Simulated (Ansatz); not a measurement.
**C₁₀H₂₀N₂: up Jacob's ladder to CCSD(T)**

How much do the methods differ for C₁₀H₂₀N₂? The plan is to run it at one geometry with functionals of several rungs and with coupled cluster. The yardstick is the atomisation energy at the CCSD(T) limit.

Method: functionals in def2-TZVPP, the program's frozen cores in correlated methods; program: Ansatz 0.2.0, Gaussian basis.

Levels to be run: LDA (SPW92), PBE-D4, revPBE-D4, BLYP-D4, r2SCAN-D4, B97M-V, PBE0-D4, B3LYP-D4, r2SCANh-D4, r2SCAN0-D4, HSE06-D4, BHLYP-D4, CAM-B3LYP-D4, LC-ωPBE, ωB97X-V, ωB97M-V, B2PLYP, PBE-QIDH; CCSD(T)/def2-SVP; CCSD(T)/def2-TZVPP; MP2/def2-QZVPP; extrapolation to the limit; RPA on PBE.

## 1. The relaxed structure

The geometry comes from an earlier relaxation with PBE0-D4 in a triple-zeta def2 set; it is a stationary point, not always the lowest conformer.

32 atoms, charge 0, spin multiplicity 1.

Atoms are counted from 1 here; the program's logs count them from 0.

Bond lengths: C1–C2 1.528 Å, C1–H13 1.093 Å, C1–H14 1.093 Å, C1–H15 1.091 Å, C2–C3 1.528 Å, C2–C4 1.524 Å, C2–N5 1.457 Å, C3–H16 1.093 Å, C3–H17 1.091 Å, C3–H18 1.093 Å, C4–H19 1.093 Å, C4–H20 1.093 Å, C4–H21 1.092 Å, N5–C6 1.264 Å, C6–C7 1.465 Å, C6–H22 1.095 Å, C7–N8 1.264 Å, C7–H23 1.095 Å and more. Angles: C2–C1–H13 110.6°, C2–C1–H14 110.4°, C2–C1–H15 110.2°, H13–C1–H14 108.4°, H13–C1–H15 108.2°, H14–C1–H15 108.9°, C1–C2–C3 109.4°, C1–C2–C4 109.8°, C1–C2–N5 105.9°, C3–C2–C4 109.9°, C3–C2–N5 105.9°, C4–C2–N5 115.6°, C2–C3–H16 110.6°, C2–C3–H17 110.2°, C2–C3–H18 110.4°, H16–C3–H17 108.2°, H16–C3–H18 108.4°, H17–C3–H18 108.9° and more.

## 2. LDA

This LDA is Slater exchange with PW92 correlation.

in.yaml

```yaml
crystal:
  periodic: [false, false, false]
  atoms:
    - {symbol: C, position_ang: [-1.636278, 3.051250, 1.905905]}
    - {symbol: C, position_ang: [-2.127620, 1.738742, 1.296765]}
    - {symbol: C, position_ang: [-3.041205, 1.026191, 2.293256]}
    - {symbol: C, position_ang: [-2.888553, 2.020082, 0.006731]}
    - {symbol: N, position_ang: [-0.948162, 0.894320, 1.161138]}
    - {symbol: C, position_ang: [-0.596968, 0.425352, 0.041678]}
    - {symbol: C, position_ang: [0.595632, -0.420398, -0.045794]}
    - {symbol: N, position_ang: [0.944044, -0.893565, -1.164358]}
    - {symbol: C, position_ang: [2.121800, -1.740490, -1.299263]}
    - {symbol: C, position_ang: [2.895450, -2.003151, -0.012859]}
    - {symbol: C, position_ang: [1.623940, -3.061534, -1.884324]}
    - {symbol: C, position_ang: [3.025776, -1.043136, -2.314997]}
    - {symbol: H, position_ang: [-0.974730, 3.574380, 1.211431]}
    - {symbol: H, position_ang: [-2.481607, 3.704203, 2.135924]}
    - {symbol: H, position_ang: [-1.081000, 2.855916, 2.824686]}
    - {symbol: H, position_ang: [-3.398991, 0.080463, 1.879488]}
    - {symbol: H, position_ang: [-2.498947, 0.811931, 3.215591]}
    - {symbol: H, position_ang: [-3.906940, 1.649666, 2.529101]}
    - {symbol: H, position_ang: [-2.264746, 2.537675, -0.726631]}
    - {symbol: H, position_ang: [-3.266344, 1.101565, -0.449776]}
    - {symbol: H, position_ang: [-3.746925, 2.659863, 0.221170]}
    - {symbol: H, position_ang: [-1.118712, 0.596731, -0.905313]}
    - {symbol: H, position_ang: [1.119393, -0.588737, 0.900626]}
    - {symbol: H, position_ang: [2.280592, -2.513280, 0.733150]}
    - {symbol: H, position_ang: [3.753872, -2.642928, -0.227118]}
    - {symbol: H, position_ang: [3.274245, -1.077405, 0.427981]}
    - {symbol: H, position_ang: [2.466794, -3.717954, -2.113543]}
    - {symbol: H, position_ang: [0.969491, -3.574342, -1.175559]}
    - {symbol: H, position_ang: [1.059346, -2.879382, -2.800126]}
    - {symbol: H, position_ang: [3.889209, -1.670166, -2.549848]}
    - {symbol: H, position_ang: [3.387584, -0.091354, -1.919005]}
    - {symbol: H, position_ang: [2.474555, -0.842609, -3.235108]}
basis:
  gaussian: {orbitals: def2-TZVPP}
hamiltonian: {xc: lda}
output: {orbitals: {seedname: orbitals}}
```

The run is started by

```
$ ansatz run in.yaml --threads 11 --pin off --events-out ev --progress --plain --max-ram 174080MiB --backend cuda --devices 0, --max-vram 75GiB
```

After this run come: PBE-D4 (GGA); revPBE-D4 (GGA); BLYP-D4 (GGA); r2SCAN-D4 (meta-GGA); B97M-V (meta-GGA); B3LYP-D4 (hybrid); r2SCANh-D4 (hybrid); r2SCAN0-D4 (hybrid); HSE06-D4 (hybrid); BHLYP-D4 (hybrid); CAM-B3LYP-D4 (range-separated); LC-ωPBE (range-separated); ωB97X-V (range-separated); ωB97M-V (range-separated); B2PLYP (double hybrid); PBE-QIDH (double hybrid); CCSD(T) in def2-SVP; CCSD(T) in def2-TZVPP; MP2 in def2-QZVPP; RPA on PBE orbitals.

Q: Predict the results of all the runs planned. Wanted: atomisation energy, CCSD(T)/CBS; farthest beyond LDA; mean size of error, GGA; mean size of error, meta-GGA; mean size of error, hybrid; mean size of error, range-separated; mean size of error, double hybrid; gap, smallest and largest; T1 diagnostic.

As calculated:

| quantity | value |
| --- | --- |
| atomisation energy, CCSD(T)/CBS | 135.490 eV |
| functionals within 0.677 eV (0.5 %) | revPBE-D4, BLYP-D4, r2SCAN-D4, B97M-V, B3LYP-D4, r2SCANh-D4, LC-ωPBE, ωB97X-V, ωB97M-V, PBE-QIDH |
| farthest beyond LDA | PBE-D4 (+3.518 eV) |
| mean size of error, GGA | 1.379 eV |
| mean size of error, meta-GGA | 0.358 eV |
| mean size of error, hybrid | 1.337 eV |
| mean size of error, range-separated | 0.456 eV |
| mean size of error, double hybrid | 0.609 eV |
| gap, smallest and largest | 3.38 eV (LDA (SPW92)), 11.01 eV (LC-ωPBE) |
| T1 diagnostic | 0.0107 |
| triples share of the correlation energy | 4.3 % |

**Reading.** The LDA atomisation energy is off by 19.702 eV (15 %): it overbinds. PBE-D4 misses by +3.518 eV. Double hybrids carry the basis error of their MP2 part in triple zeta, and no dispersion term here, so their miss is partly the set-up's. The rungs meta-GGA, range-separated, double hybrid miss on average by less than the doubt on the reference (0.677 eV), so they tie. Misses under about 0.677 eV are within the doubt on the reference itself, which lacks core-valence correlation, relativity and higher excitations. Hartree-Fock recovers 73 % of the binding; the rest is correlation. CCSD(T) in def2-SVP is off by -5.181 eV, more than most functionals: a good method in a small basis is no reference. The gap grows from 3.4 to 11.0 eV across the functionals, mostly with the share of exact exchange. The restricted reference is unstable towards a spin-broken one.
